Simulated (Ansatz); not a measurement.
# Ge: the cost of one run

Computed with Ansatz 0.2.0 (DFT PBEsol, scalar-relativistic, plane waves, PAW, unless a step's input says otherwise).

That is the level of the relaxation; later steps name their own.

2 further runs of the same task are left out: 2 set aside as unsound or not needed.

### 1 The structure to begin with

It takes space group P6_3/mmc (No. 194, hexagonal). Conventional cell: a = 3.997 Å, b = 3.997 Å, c = 6.596 Å, α = 90.00°, β = 90.00°, γ = 120.00°. Around Ge (site symmetry 3m) lie 4 Ge at 2.45 to 2.47 Å.

Coordinates:

```
Ge
1.0
     3.99697    0.00000    0.00000
    -1.99848    3.46148    0.00000
     0.00000    0.00000    6.59636
Ge
4
Direct
  0.66667 0.33333 0.06291
  0.33333 0.66667 0.56291
  0.66667 0.33333 0.43709
  0.33333 0.66667 0.93709
```

It goes back to an entry of the Materials Project, which need not be the stable form.

It is the result of an earlier relaxation at this level (volume 22.82 Å³/atom; gap on the mesh: none (metal)).

### 2 Levels with PBEsol, 250 eV and coarse mesh

File input.yaml:

```yaml
crystal:
  lattice:
    - [3.9969679341, 0.0, 0.0]
    - [-1.9984839671, 3.461475769, 0.0]
    - [0.0, 0.0, 6.596364973]
  atoms:
    - { symbol: Ge, position: [0.6666666667, 0.3333333333, 0.0629118512] }
    - { symbol: Ge, position: [0.3333333333, 0.6666666667, 0.5629118512] }
    - { symbol: Ge, position: [0.6666666667, 0.3333333333, 0.4370881488] }
    - { symbol: Ge, position: [0.3333333333, 0.6666666667, 0.9370881488] }
basis:
  ecutwfc: 250
kpoints:
  mp_grid: { grid: [6, 6, 2] }
  band_path:
    path:
      - [0.0, 0.0, 0.0]
      - [0.5, 0.0, 0.0]
      - [0.3333333333, 0.3333333333, 0.0]
      - [0.0, 0.0, 0.5]
      - [0.5, 0.0, 0.5]
      - [0.3333333333, 0.3333333333, 0.5]
      - [0.0, 0.08333333, 0.0]
      - [0.0, 0.0, 0.16666667]
    npoints: 1
hamiltonian:
  xc: pbesol
scf:
  occupations: { method: gaussian, width: 0.1 }
  n_extra_bands: 5
output:
  forces: true
  stress: true
  eigenvalues: true
```

The run is started by

```
$ ansatz run input.yaml --threads 2 --pin off --max-ram 5120MiB --backend cpu --events-out ev --progress --plain --runs-dir out
```

What time and memory should one allow on 2 threads of Intel Xeon at 2.50GHz (Skylake/Cascade Lake), shared host?

About 2 s, with a peak of 0.33 GiB.
